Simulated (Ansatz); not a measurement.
Ba2Tl5V3O12:

```xyz
22
Lattice="6.6527 0.0495 0.0202 2.8607 8.3646 0.0038 2.6828 2.4694 9.1957" Properties=species:S:1:pos:R:3 pbc="T T T"
Ba    5.5442    0.4859    0.2246
Ba    5.0453    8.8099    3.1356
V     7.8851    6.7880    3.1058
V     2.5747    2.3174    0.3028
V     2.2646    2.2781    6.0800
Tl    3.7845    4.2101    3.2255
Tl    6.5448    4.4409    5.5815
Tl    8.1264    9.0456    6.1615
Tl    6.6930    4.4787    1.0881
Tl    4.6212    7.2113    6.8375
O     3.6229    2.1646    4.9879
O     8.0188    5.0381    3.1811
O     3.7266    2.1571    1.5981
O     7.5372    1.8755    5.1646
O     4.9576    6.4605    9.0991
O     7.0474    7.3889    4.4933
O     8.6870    3.8848    6.7562
O     6.8904    7.1926    1.7495
O     1.1117    1.6298    0.9364
O     5.2975    9.5590    7.4268
O     5.9074    3.9074    8.2110
O     9.3999    7.5353    2.8601
```

The cell was built by a generator and needn't be a form met in nature.

- Program: Ansatz 0.2.0
- Task: single point
- Functional: PBE
- Potentials or basis: Ansatz PAW
- Cutoff: 420 eV (not typed: the program's choice for these potentials)
- k mesh: 5 × 4 × 3
- Occupations: fermi-dirac, width 0.05 eV
- Spin: collinear spin, ferromagnetic start
- Starting moments: [0.0, 0.0, 2.0, 2.0, 2.0, 0.0, 0.0, 0.0, 0.0, 0.0, 0.0, 0.0, 0.0, 0.0, 0.0, 0.0, 0.0, 0.0, 0.0, 0.0, 0.0, 0.0] μB

On this cell: pressure 0.0 GPa; largest force 0.011 eV/Å; net moment 0.00 μB per cell; band gap on the k mesh 2.90 eV, indirect (least direct gap 3.01 eV).

The same run follows on a disturbed copy (atoms moved at random, drawn with an rms of 0.05 Å):

```
Ba V Tl O
1.0
     6.65272    0.04946    0.02017
     2.86070    8.36464    0.00384
     2.68279    2.46936    9.19569
Ba V Tl O
2 3 5 12
Direct
  0.80564 0.05061 0.02453
  0.21809 0.95023 0.33985
  0.73957 0.70344 0.33379
  0.24956 0.26935 0.03739
  0.03773 0.07870 0.66439
  0.25638 0.39371 0.35458
  0.58913 0.35669 0.60390
  0.58069 0.88072 0.66929
  0.75113 0.49941 0.11741
  0.12163 0.64312 0.74081
  0.27901 0.09590 0.54031
  0.85246 0.50058 0.34641
  0.39234 0.20054 0.17443
  0.88168 0.04986 0.56514
  0.14106 0.47519 0.99420
  0.55238 0.73686 0.48793
  0.89881 0.23812 0.73586
  0.61292 0.79987 0.19008
  0.04989 0.17029 0.10325
  0.07995 0.90568 0.80776
  0.43856 0.20081 0.89166
  0.93896 0.80230 0.31282
```

Task: What changes?

Result: The energy moves by +22.3 meV/atom; pressure 1.5 GPa; largest force 3.990 eV/Å; net moment 0.00 μB per cell; band gap on the k mesh 2.82 eV, indirect (least direct gap 2.92 eV).

Forces in eV/Å, atoms in the order of the input:
```
Ba  -0.350 -0.095  0.009
Ba  -0.319  0.013  0.186
V    2.452  2.960  1.070
V    1.408 -2.574 -2.187
V   -0.272 -1.606 -0.950
Tl   0.094 -0.013 -0.003
Tl  -0.115 -0.146  0.235
Tl  -0.096  0.073 -0.087
Tl  -0.326 -0.072 -0.119
Tl   0.055  0.079  0.099
O    0.296  0.184  0.009
O   -0.019 -2.368  0.014
O    0.921  0.152  0.953
O    0.003  0.104 -0.069
O   -0.263  2.039 -0.446
O   -0.612 -0.116  0.226
O    0.056  1.473  0.490
O   -0.826  0.120 -1.068
O   -1.098 -0.353  0.468
O    0.112 -0.258  0.419
O   -0.457  0.803  0.965
O   -0.644 -0.399 -0.213
```

Stress tensor (GPa, compression positive):
```
 0.93 -0.27  0.44
-0.27  2.72 -0.56
 0.44 -0.56  0.78
```

Caveats: odd divisions of the mesh miss points on the zone boundary, where band edges often lie, so the gap on the mesh can be too wide; spin-orbit coupling is left out, which as a rule narrows the gap of such compounds by several tenths of an eV; the starting moments weren't kept.

A k mesh can miss the band edges.
